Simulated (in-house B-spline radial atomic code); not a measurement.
**Al⁹⁺: a test of the damping (share of the old matrix)**

Aim: see how the result and the number of iterations for Al⁹⁺ depend on the damping (share of the old matrix).

Program: in-house B-spline radial atomic code version 1. Level of theory: non-relativistic PBEsol, spherical fractional occupations, point nucleus, basis-set limit. These are calculated values, not measurements, unless marked.

## (1) What is computed

| Property | Result |
| --- | --- |
| element | aluminium (Z = 13) |
| charge | +9 |
| electrons | 4 |
| configuration | [He] 2s2 |
| Hamiltonian | non-relativistic |
| nucleus | point |

Outer shells as boxes (Hund's rule):

[He] 2s2
```
[He] core
2s [↑↓]
```

A run counts as converged when the orbital gradient is under the tolerance times 13 hartree (or under the basis's noise floor) and the energy moved by less than 1e-8 hartree times the root of its size. Energy differences under 6e-07 hartree are noise.

Settings, as recorded:

```ini
Z = 13
electrons = 4.0
configuration = [He] 2s2
hamiltonian = nr
method = pbesol
spin_polarised = False
knot_spacing = 0.22
spline_order = 8
gauss_points = 12
box_radius = 6.19
max_iterations = 70
damping = 0.5
damped_steps = 3
diis_vectors = 10
tolerance = 1e-08
start = Thomas-Fermi
```

The reference is known from an earlier run: -191.256935 hartree in all. Up to eight levels, counted from the top:

| orbital | occupation | energy (eV) | <r> (bohr) |
| --- | --- | --- | --- |
| 1s | 2 | -1871.83 | 0.1198 |
| 2s | 2 | -376.89 | 0.5234 |

## (2) Damping (share of the old matrix) 0

Settings, as recorded:

```ini
Z = 13
electrons = 4.0
configuration = [He] 2s2
hamiltonian = nr
method = pbesol
spin_polarised = False
knot_spacing = 0.22
spline_order = 8
gauss_points = 12
box_radius = 6.19
max_iterations = 70
damping = 0
damped_steps = 3
diis_vectors = 10
tolerance = 1e-08
start = Thomas-Fermi
```

The run is started by

```bash
$ python run_scf.py task.json out
```

One command runs all members of the session, one after another, from task.json.

## (3) Damping (share of the old matrix) 0.2

Changes to the settings of step 2:

```diff
@@ -11,3 +11,3 @@
 max_iterations = 70
-damping = 0
+damping = 0.2
 damped_steps = 3
```

## (4) Damping (share of the old matrix) 0.8

Changes to the settings of step 3:

```diff
@@ -11,3 +11,3 @@
 max_iterations = 70
-damping = 0.2
+damping = 0.8
 damped_steps = 3
```

## (5) Damping (share of the old matrix) 0.95

Changes to the settings of step 4:

```diff
@@ -11,3 +11,3 @@
 max_iterations = 70
-damping = 0.8
+damping = 0.95
 damped_steps = 3
```

Q: Which of these runs converge to the reference energy, which miss it and by about how much, and which fail?

The runs gave:

| run | outcome | iterations | energy less the reference (hartree) |
| --- | --- | --- | --- |
| reference | converged | 7 | 0 |
| damping (share of the old matrix) 0 | converged | 6 | below noise |
| damping (share of the old matrix) 0.2 | converged | 7 | below noise |
| damping (share of the old matrix) 0.8 | converged | 7 | below noise |
| damping (share of the old matrix) 0.95 | converged | 7 | below noise |

**Reading.** Of 4 changed inputs, 4 gave the reference energy within 1e-05 hartree. Among the runs that reach the reference energy the iterations number 6 to 7, against 7: this setting changes the number of steps, not the answer. No value tried here spoils the result.
